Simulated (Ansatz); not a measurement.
Pt, space group Fm-3m, cell relaxations under several functionals

With the Ansatz DFT code, driven from Python.

Typed at the interpreter:
```pycon
>>> import warnings
>>> import ansatz as az
>>> import numpy as np
>>> def edges_and_angles(cell):
...     cell = np.asarray(cell)
...     a, b, c = np.linalg.norm(cell, axis=1)
...     cosines = cell[1] @ cell[2] / (b * c), cell[0] @ cell[2] / (a * c), cell[0] @ cell[1] / (a * b)
...     return (a, b, c, *np.degrees(np.arccos(cosines)))
...
>>> warnings.simplefilter('ignore', az.DeckWarning)
>>> cell = (
...     az.Lattice.fcc(3.9218)
...     .space_group(225)
...     .atom('Pt', (0.0, 0.0, 0.0))
...     .primitive()
... )
>>> len(cell.resolved().sites)
1
>>> model = (
...     cell.calculation()
...     .occupations(az.OccupationsMethod.FERMI_DIRAC, width=0.1)
...     .kpoints(mesh=(12, 12, 12))
...     .relax(cell=True, max_steps=40)
... )
>>> levels = [('revpbe', 'd3bj'), ('rpbe', 'none'), ('r2scan', 'd4'), ('pbe', 'd4')]
>>> print('level            a       b       c    alpha   beta  gamma  V/atom  steps')
level            a       b       c    alpha   beta  gamma  V/atom  steps
>>> for name, dispersion in levels:
...     seen = []
...     run = model.functional(name, dispersion=dispersion).session().plan()
...     out = run.execute(on_event=lambda e: seen.append(e) if e['event'] == 'relax_step' else None)
...     cell = out.lattice.cell_ang
...     label = name if dispersion == 'none' else f'{name}+{dispersion}'
...     print('{:13s} {:7.4f} {:7.4f} {:7.4f} {:6.2f} {:6.2f} {:6.2f}'.format(label, *edges_and_angles(cell)), f'{abs(np.linalg.det(cell)) / len(out.lattice.sites):7.3f} {len(seen):5d}')
...
revpbe+d3bj    2.7637  2.7637  2.7637  60.00  60.00  60.00  14.926     5
rpbe           2.8250  2.8250  2.8250  60.00  60.00  60.00  15.942     7
r2scan+d4      2.7800  2.7800  2.7800  60.00  60.00  60.00  15.192     5
pbe+d4         2.7829  2.7829  2.7829  60.00  60.00  60.00  15.240     5
```

From smallest to largest: revPBE+D3BJ (14.93 Å³ an atom, -1.0 % against the start), r2SCAN+D4 (15.19 Å³ an atom, +0.7 % against the start), PBE+D4 (15.24 Å³ an atom, +1.1 % against the start) and RPBE (15.94 Å³ an atom, +5.7 % against the start). The spread is 6.8 % in volume.

The run is spin-unpolarised. Dispersion corrections can be off by several per cent in the lattices of metals, and by several GPa in the pressure at a fixed cell. The mesh is modest for a metal, so energies can be off by several to tens of meV an atom and pressures by half a GPa or more; differences at equal mesh fare better. Edges and angles are those of the cell as typed, here a primitive one, not of the conventional cell. Spin-orbit coupling, which matters for elements this heavy, is left out. By the engine's processor time: 21 s on 1 thread of Intel(R) Xeon(R) Processor @ 2.30GHz, on a shared host, peak memory 0.56 GiB.
